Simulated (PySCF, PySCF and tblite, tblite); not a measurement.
# C5H10GeSi: a path driven as a shift of bonds, and NMR exchange, part 1 of 2

How fast is a shift of bonds in C5H10GeSi (`[SiH3]C1=C[C@H]([GeH3])C=C1`), and when do the exchanging lines merge?

Programs: PySCF 2.14.0 with density-fitted response routines of our own, and tblite 0.8.0. All values are computed, except where a source is named. Atoms count from 0 throughout.

### Step 1. The molecule as given

17 atoms, charge 0, multiplicity 1; geometry from: force field or distance geometry start.

Bonds of the start (Å): C1–C2 1.31, C1–C6 1.46, C2–C3 1.52, C2–H10 1.08, C3–C5 1.48, C3–Ge4 1.96, C3–H11 1.08, C5–C6 1.32, C5–H15 1.08, C6–H16 1.09, Ge4–H12 1.56, Ge4–H13 1.55, Ge4–H14 1.56, Si0–C1 1.86, Si0–H7 1.46, Si0–H8 1.49, Si0–H9 1.49.

### Step 2. GFN2-xTB relaxation, start minimum

Job settings and geometry (Å):

```
{"job": {"xc": "GFN2-xTB", "basis": "xTB", "kind": "relax"}, "charge": 0, "multiplicity": 1}
Si     0.363500    -2.596400     0.700900
C      0.089000    -0.838400     0.163200
C      0.954400    -0.189900    -0.583400
C      0.348500     1.192200    -0.777800
Ge     1.551700     2.405100     0.188100
C     -0.924500     1.182600    -0.020900
C     -1.053100    -0.012700     0.525300
H     -0.158600    -3.466300    -0.348400
H      1.822500    -2.860100     0.818200
H     -0.302700    -2.836600     2.010800
H      1.884600    -0.503600    -1.022600
H      0.269200     1.461200    -1.820500
H      2.908300     1.694700     0.460000
H      1.823500     3.676200    -0.660900
H      0.976000     2.745200     1.594800
H     -1.580200     2.043800     0.047800
H     -1.912400    -0.280900     1.145500
```

Launch:

```sh
OMP_NUM_THREADS=1 python ens_run.py task.json out
```

One launch serves the whole session.

The log of the run:

```text
step      E/eV     max force
  0    -527.62105    2.641
  1    -527.77289    1.573
  2    -527.84580    0.837
  3    -527.89658    0.531
  4    -527.91203    0.307
  5    -527.92210    0.266
  6    -527.93248    0.339
  7    -527.94233    0.312
  8    -527.95032    0.250
  9    -527.95658    0.248
 10    -527.96068    0.171
 11    -527.96337    0.141
 12    -527.96560    0.120
 13    -527.96767    0.114
 14    -527.96962    0.118
 15    -527.97102    0.091
 16    -527.97178    0.064
 17    -527.97227    0.050
 18    -527.97276    0.050
 19    -527.97326    0.058
 20    -527.97374    0.053
 21    -527.97424    0.053
 22    -527.97486    0.063
 23    -527.97559    0.065
 24    -527.97636    0.060
 25    -527.97711    0.075
 26    -527.97798    0.093
 27    -527.97914    0.096
 28    -527.98056    0.091
 29    -527.98192    0.089
 30    -527.98306    0.082
 31    -527.98408    0.082
 32    -527.98506    0.068
 33    -527.98595    0.062
 34    -527.98671    0.065
 35    -527.98750    0.068
 36    -527.98851    0.079
 37    -527.98964    0.093
 38    -527.99063    0.075
 39    -527.99147    0.069
 40    -527.99247    0.083
 41    -527.99404    0.114
 42    -527.99634    0.145
 43    -527.99927    0.151
 44    -528.00276    0.171
 45    -528.00668    0.162
 46    -528.00611    0.352
 47    -528.01278    0.183
 48    -528.01483    0.147
 49    -528.01839    0.113
 50    -528.02009    0.140
 51    -528.02512    0.224
 52    -528.03009    0.243
 53    -528.03494    0.179
 54    -528.03735    0.101
 55    -528.03919    0.154
 56    -528.04079    0.170
 57    -528.04286    0.106
 58    -528.04527    0.089
 59    -528.04621    0.080
 60    -528.04700    0.058
 61    -528.04757    0.054
 62    -528.04809    0.059
 63    -528.04857    0.052
 64    -528.04891    0.033
 65    -528.04911    0.032
 66    -528.04927    0.028
 67    -528.04946    0.033
 68    -528.04978    0.042
 69    -528.05021    0.041
 70    -528.05065    0.048
 71    -528.05103    0.050
 72    -528.05139    0.049
 73    -528.05181    0.057
 74    -528.05225    0.044
 75    -528.05279    0.059
 76    -528.05332    0.064
 77    -528.05383    0.052
 78    -528.05417    0.037
 79    -528.05447    0.032
 80    -528.05471    0.037
 81    -528.05498    0.041
 82    -528.05533    0.043
 83    -528.05577    0.036
 84    -528.05627    0.056
 85    -528.05674    0.059
 86    -528.05709    0.056
 87    -528.05737    0.051
 88    -528.05769    0.042
 89    -528.05797    0.054
 90    -528.05825    0.056
 91    -528.05856    0.038
 92    -528.05887    0.034
 93    -528.05916    0.037
 94    -528.05940    0.039
 95    -528.05958    0.032
 96    -528.05973    0.026
 97    -528.05985    0.024
 98    -528.05998    0.032
 99    -528.06015    0.032
100    -528.06032    0.030
101    -528.06045    0.024
102    -528.06053    0.021
103    -528.06059    0.018
104    -528.06063    0.017
105    -528.06066    0.010
106    -528.06068    0.014
107    -528.06071    0.016
108    -528.06075    0.017
109    -528.06080    0.023
110    -528.06086    0.018
111    -528.06091    0.020
112    -528.06096    0.019
113    -528.06101    0.017
114    -528.06105    0.014
115    -528.06108    0.014
116    -528.06112    0.016
117    -528.06116    0.020
118    -528.06120    0.016
119    -528.06123    0.010
120    -528.06124    0.010
121    -528.06125    0.008
122    -528.06127    0.011
123    -528.06129    0.010
124    -528.06131    0.012
125    -528.06134    0.013
126    -528.06137    0.015
127    -528.06140    0.014
128    -528.06143    0.012
129    -528.06145    0.012
130    -528.06148    0.016
131    -528.06151    0.020
132    -528.06155    0.020
133    -528.06160    0.021
134    -528.06166    0.018
135    -528.06171    0.020
136    -528.06174    0.018
137    -528.06178    0.021
138    -528.06183    0.021
139    -528.06188    0.015
140    -528.06191    0.010
141    -528.06193    0.009
142    -528.06195    0.009
143    -528.06197    0.014
144    -528.06201    0.020
145    -528.06206    0.024
146    -528.06212    0.023
147    -528.06219    0.021
148    -528.06224    0.019
149    -528.06230    0.029
150    -528.06237    0.035
151    -528.06245    0.031
152    -528.06255    0.022
153    -528.06267    0.028
154    -528.06280    0.047
155    -528.06292    0.072
156    -528.06310    0.052
157    -528.06330    0.031
158    -528.06339    0.028
159    -528.06351    0.024
160    -528.06362    0.023
161    -528.06373    0.026
162    -528.06383    0.033
163    -528.06392    0.037
164    -528.06403    0.023
165    -528.06411    0.015
166    -528.06415    0.015
167    -528.06420    0.017
168    -528.06423    0.013
169    -528.06426    0.012
170    -528.06428    0.013
171    -528.06430    0.014
172    -528.06433    0.012
173    -528.06435    0.009
174    -528.06437    0.007
175    -528.06438    0.009
176    -528.06439    0.010
177    -528.06440    0.008
178    -528.06441    0.007
179    -528.06442    0.006
180    -528.06442    0.007
181    -528.06443    0.006
182    -528.06443    0.005
183    -528.06443    0.005
184    -528.06444    0.004
185    -528.06444    0.005
186    -528.06444    0.004
187    -528.06445    0.003
188    -528.06445    0.003
```

Wall time 1.3 s (1 thread of Arm Neoverse V1, shared host).

Relaxing gained 0.443 eV and moved the atoms by 0.56 Å on average (rms).

### Step 3. Relaxed scan, to the middle

Job settings and geometry (Å):

```
{"job": {"xc": "GFN2-xTB", "basis": "xTB", "coordinate": [["d", [4, 3], 1], ["d", [4, 5], -1]], "kind": "drive"}, "charge": 0, "multiplicity": 1}
Si     0.269545    -2.608794     0.842253
C      0.110848    -0.871932     0.159203
C      1.028397    -0.173916    -0.552429
C      0.517526     1.178548    -0.851607
Ge     1.550063     2.438022     0.305618
C     -0.858850     1.145323    -0.311622
C     -1.059307    -0.035489     0.299638
H     -0.816852    -3.441617     0.316088
H      1.563813    -3.162901     0.439254
H      0.179841    -2.574980     2.306367
H      1.999726    -0.520524    -0.861952
H      0.617081     1.509465    -1.885003
H      2.994545     2.467149    -0.098394
H      1.016034     3.834260     0.173802
H      1.454121     2.018542     1.733694
H     -1.553773     1.961974    -0.407177
H     -1.952929    -0.347089     0.812321
```

The log of the run:

```text
point  coordinate     E/eV
  0     -0.660     -528.04052
  1     -0.514     -527.97453
  2     -0.364     -527.86449
  3     -0.199     -527.73366
  4     -0.001     -527.64173
```

It took 1.4 s on 1 thread of Arm Neoverse V1, shared host.

The highest point is number 4, 9.2 kcal/mol above the first.

### Step 4. Relaxed scan, from the middle, back

Job settings and geometry (Å):

```
{"job": {"xc": "GFN2-xTB", "basis": "xTB", "coordinate": [["d", [4, 3], 1], ["d", [4, 5], -1]], "kind": "drive"}, "charge": 0, "multiplicity": 1}
Si     0.231151    -2.499601     0.940135
C      0.137801    -0.811605     0.134299
C      1.036169    -0.323704    -0.817656
C      0.664633     0.969030    -1.196561
Ge     1.189138     2.307201     0.481692
C     -0.550658     1.292561    -0.428611
C     -0.831385     0.169406     0.356702
H     -0.886907    -3.341272     0.500852
H      1.495949    -3.128539     0.549600
H      0.185216    -2.367055     2.400641
H      1.874017    -0.869197    -1.214226
H      0.961264     1.471761    -2.103188
H      2.397083     2.959862    -0.166314
H      0.447730     3.491823     1.078606
H      1.624833     1.375606     1.561062
H     -1.255695     2.060317    -0.706656
H     -1.679744     0.070490     1.011453
```

The log of the run:

```text
point  coordinate     E/eV
  0     -0.129     -527.68364
  1     -0.242     -527.76661
  2     -0.341     -527.84696
  3     -0.439     -527.92542
  4     -0.530     -527.98413
  5     -0.622     -528.02660
  6     -0.713     -528.05225
  7     -0.804     -528.06038
```

Wall time 1.7 s (1 thread of Arm Neoverse V1, shared host).

### Step 5. Relaxed scan, from the middle, on

job is that of step 4.

The log of the run:

```text
point  coordinate     E/eV
  0      0.128     -527.68155
  1      0.240     -527.75827
  2      0.340     -527.83630
  3      0.438     -527.91440
  4      0.529     -527.97227
  5      0.622     -528.01498
  6      0.713     -528.04052
  7      0.805     -528.04997
```

It took 1.6 s on 1 thread of Arm Neoverse V1, shared host.

### Step 6. Nudged elastic band, leg 1

Job settings and geometry (Å):

```
{"job": {"xc": "GFN2-xTB", "basis": "xTB", "kind": "neb"}, "charge": 0, "multiplicity": 1}
Si     0.274236    -2.606808     0.840758
C      0.111993    -0.872953     0.151275
C      1.034348    -0.169704    -0.548869
C      0.520057     1.180179    -0.853430
Ge     1.531064     2.443898     0.318185
C     -0.862536     1.139257    -0.330154
C     -1.064050    -0.042848     0.278203
H     -0.853173    -3.422906     0.378981
H      1.535090    -3.189835     0.377197
H      0.261622    -2.559055     2.307255
H      2.010899    -0.511237    -0.847192
H      0.630745     1.512924    -1.885095
H      2.981283     2.477463    -0.064386
H      0.994688     3.838258     0.177264
H      1.414140     2.024461     1.744759
H     -1.560667     1.952218    -0.432805
H     -1.962101    -0.359833     0.779677
```

The log of the run:

```text
image   E - E0 / eV
  0       0.0000
  1       0.0314
  2       0.1410
  3       0.4265
  4       0.0560
  5       0.0102
  6       0.0000
```

It took 4.8 s on 1 thread of Arm Neoverse V1, shared host; peak memory 0.19 GiB.

The highest point is number 3, 9.8 kcal/mol above the first.

### Step 7. Saddle search, leg 1

Job settings and geometry (Å):

```
{"job": {"xc": "GFN2-xTB", "basis": "xTB", "kind": "saddle"}, "charge": 0, "multiplicity": 1}
Si    -0.175785    -2.665660     0.804624
C     -0.254045    -0.982872    -0.013338
C      0.629765    -0.497789    -0.976798
C      0.260408     0.802711    -1.342808
Ge     0.768226     2.145601     0.337545
C     -0.960689     1.114499    -0.578902
C     -1.222443    -0.000308     0.219300
H     -1.311792    -3.489755     0.377068
H      1.076823    -3.323186     0.422574
H     -0.220521    -2.510798     2.263248
H      1.453048    -1.048465    -1.396802
H      0.549875     1.299704    -2.255375
H      1.962205     2.861561    -0.276774
H     -0.031165     3.287880     0.940429
H      1.189531     1.215951     1.425155
H     -1.666844     1.881865    -0.853948
H     -2.046596    -0.090939     0.904802
```

The log of the run:

```text
step      E/eV     max force
  0    -527.63783   0.0533
  1    -527.64336   0.0588
  2    -527.64364   0.0095
  3    -527.64378   0.0064
  4    -527.64386   0.0791
  5    -527.64399   0.0136
  6    -527.64423   0.0091
  7    -527.64445   0.0346
  8    -527.64436   0.0042
  9    -527.64453   0.0112
 10    -527.64469   0.0136
 11    -527.64487   0.0075
 12    -527.64507   0.0218
 13    -527.64527   0.0258
 14    -527.64547   0.0260
 15    -527.64565   0.0265
 16    -527.64588   0.0251
 17    -527.64600   0.0162
 18    -527.64610   0.0225
 19    -527.64619   0.0110
 20    -527.64624   0.0149
 21    -527.64630   0.0077
 22    -527.64632   0.0069
 23    -527.64633   0.0052
 24    -527.64633   0.0022
lowest wavenumbers (cm-1): -296.4 37.4 79.7 186.7 201.5 211.9
```

Run time: 7.5 s. Hardware: 1 thread of Arm Neoverse V1, shared host; peak memory 0.19 GiB.

Point group Cs; 1 imaginary mode, 296i cm⁻¹, carried by C3, C5, Ge4. Steps downhill from it reached both ends.

### Step 8. DFT refinement, start: PBE0-D3(BJ)/def2-SVP

Job settings and geometry (Å):

```
{"job": {"xc": "PBE0", "basis": "def2-SVP", "kind": "refine"}, "charge": 0, "multiplicity": 1}
Si     0.269545    -2.608794     0.842253
C      0.110848    -0.871932     0.159203
C      1.028397    -0.173916    -0.552429
C      0.517526     1.178548    -0.851607
Ge     1.550063     2.438022     0.305618
C     -0.858850     1.145323    -0.311622
C     -1.059307    -0.035489     0.299638
H     -0.816852    -3.441617     0.316088
H      1.563813    -3.162901     0.439254
H      0.179841    -2.574980     2.306367
H      1.999726    -0.520524    -0.861952
H      0.617081     1.509465    -1.885003
H      2.994545     2.467149    -0.098394
H      1.016034     3.834260     0.173802
H      1.454121     2.018542     1.733694
H     -1.553773     1.961974    -0.407177
H     -1.952929    -0.347089     0.812321
```

The log of the run:

```text
step      E/eV     max force
  0    -69712.78154   0.8620
  1    -69712.90822   0.1315
  2    -69712.91076   0.0184
  3    -69712.91093   0.0090
```

Wall time 94 s (1 thread of Arm Neoverse V1, shared host); peak memory 0.74 GiB.

Gain 0.129 eV; displacement 0.06 Å root mean square.

DFT refinement, saddle of leg 1: PBE0-D3(BJ)/def2-SVP:

Job settings and geometry (Å):

```
{"job": {"xc": "PBE0", "basis": "def2-SVP", "kind": "refine"}, "charge": 0, "multiplicity": 1}
Si    -0.162168    -2.656007     0.808416
C     -0.236752    -0.989521    -0.041341
C      0.719259    -0.471871    -0.918161
C      0.338389     0.810564    -1.324609
Ge     0.674381     2.152817     0.398544
C     -0.947681     1.090773    -0.661707
C     -1.253381    -0.042101     0.098622
H     -1.524055    -3.152794     1.023468
H      0.586097    -3.595416    -0.031371
H      0.513186    -2.531133     2.107485
H      1.604555    -0.987547    -1.246378
H      0.689818     1.324442    -2.205474
H      1.912861     2.853905    -0.135667
H     -0.160374     3.305159     0.933385
H      1.043654     1.224586     1.506594
H     -1.652537     1.834724    -0.998187
H     -2.145253    -0.170581     0.686382
```

The log of the run:

```text
step      E/eV     max force
  0    -69712.26845   0.7971
  1    -69712.39445   0.2350
  2    -69712.39557   0.1140
  3    -69712.39841   0.0248
  4    -69712.39724   0.0664
  5    -69712.39852   0.0137
```

Wall time 2.3 min (1 thread of Arm Neoverse V1, shared host); peak memory 0.75 GiB.

The energy fell by 0.130 eV, and the atoms moved 0.05 Å (root mean square).

(Continued in part 2 of 2.)
